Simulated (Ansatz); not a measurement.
## LaMg₃, space group P4/mmm: an equation of state with a fit, step by step

Program: the Python package of Ansatz (0.2.0).

Typed at the interpreter:
```pycon
>>> import ansatz as az
>>> import numpy as np
>>> SMEARING = "fermi_dirac"
>>> SIGMA = 0.05
>>> ECUT = 470
>>> KGRID = (5, 5, 5)
>>> VECTORS = np.array([
...     [4.752653, 0.0, 0.0],
...     [0.0, 4.752653, 0.0],
...     [0.0, 0.0, 4.966865],
... ])
>>> SITES = [
...     ("La", (0.0, 0.0, 0.0)),
...     ("Mg", (0.5, 0.0, 0.5)),
...     ("Mg", (0.5, 0.5, 0.0)),
...     ("Mg", (0.0, 0.5, 0.5)),
... ]
>>> def build(cell):
...     crystal = az.Crystal(lattice=az.Lattice.of(cell))
...     for symbol, position in SITES:
...         crystal = crystal.atom(symbol, position)
...     return crystal
...
>>> # uniform scaling of the cell
>>> volumes, energies = [], []
>>> for scale in np.linspace(0.9, 1.1, 9):
...     cell = VECTORS * scale ** (1 / 3)
...     job = (
...         build(cell).calculation()
...         .functional(az.Functional.LDA)
...         .occupations(SMEARING, width=SIGMA)
...         .basis(ECUT)
...         .pseudopotentials("paw")
...         .kpoints(*KGRID)
...     )
...     r = job.run(threads=1).report
...     volumes.append(abs(np.linalg.det(cell)) / len(SITES))
...     energies.append(r["free_energy_ev"] / len(SITES))
...     print(f"V = {volumes[-1]:8.4f} A^3/atom  F = {energies[-1]:.5f} eV/atom")
...
V =  25.2428 A^3/atom  F = -2945.26047 eV/atom
V =  25.9440 A^3/atom  F = -2945.26480 eV/atom
V =  26.6452 A^3/atom  F = -2945.26440 eV/atom
V =  27.3463 A^3/atom  F = -2945.25982 eV/atom
V =  28.0475 A^3/atom  F = -2945.25158 eV/atom
V =  28.7487 A^3/atom  F = -2945.24011 eV/atom
V =  29.4499 A^3/atom  F = -2945.22581 eV/atom
V =  30.1511 A^3/atom  F = -2945.20902 eV/atom
V =  30.8523 A^3/atom  F = -2945.19004 eV/atom
>>> # third-order Birch-Murnaghan: a cubic in V^(-2/3)
>>> x = np.array(volumes) ** (-2 / 3)
>>> poly = np.polynomial.Polynomial.fit(x, energies, 3).convert()
>>> roots = poly.deriv().roots()
>>> x0 = min((r.real for r in roots if abs(r.imag) < 1e-9 and poly.deriv(2)(r.real) > 0), key=lambda r: abs(r - x.mean()))
>>> v0 = x0 ** -1.5
>>> b0 = 4 / 9 * poly.deriv(2)(x0) * v0 ** (-7 / 3) * 160.21766
>>> b1 = 4 + 2 / 3 * x0 * poly.deriv(3)(x0) / poly.deriv(2)(x0)
>>> print(f"V0 = {v0:.4f} A^3/atom, B0 = {b0:.1f} GPa, dB/dP = {b1:.2f}")
V0 = 26.2265 A^3/atom, B0 = 38.4 GPa, dB/dP = 3.84
```

A third-order Birch-Murnaghan fit through the 9 points has its minimum at 26.23 Å³ an atom, 6.5 % below the typed cell, with a bulk modulus of 38 GPa and dB/dP = 3.8. From that minimum the energy rises by 4.7 meV an atom on the compressed side and 75.1 meV on the expanded side. The window is off centre, so dB/dP is rough.

Caveats:
- Absolute energies stand on the zero of these potentials, so only differences at equal settings mean something.
- Shape and fractional positions are held along the curve, so the bulk modulus is an upper value where they are free to relax, by a factor of two or more in layered or hydrogen-bonded cells.
- The mesh is modest for a metal, so energies can be off by several to tens of meV an atom and pressures by half a GPa or more; differences at equal mesh fare better.
- This cell is a computed structure, which may not be the phase found in nature.
- Finished in 20 s on 1 thread of Arm Neoverse V2 (shared host), peak memory 0.44 GiB.
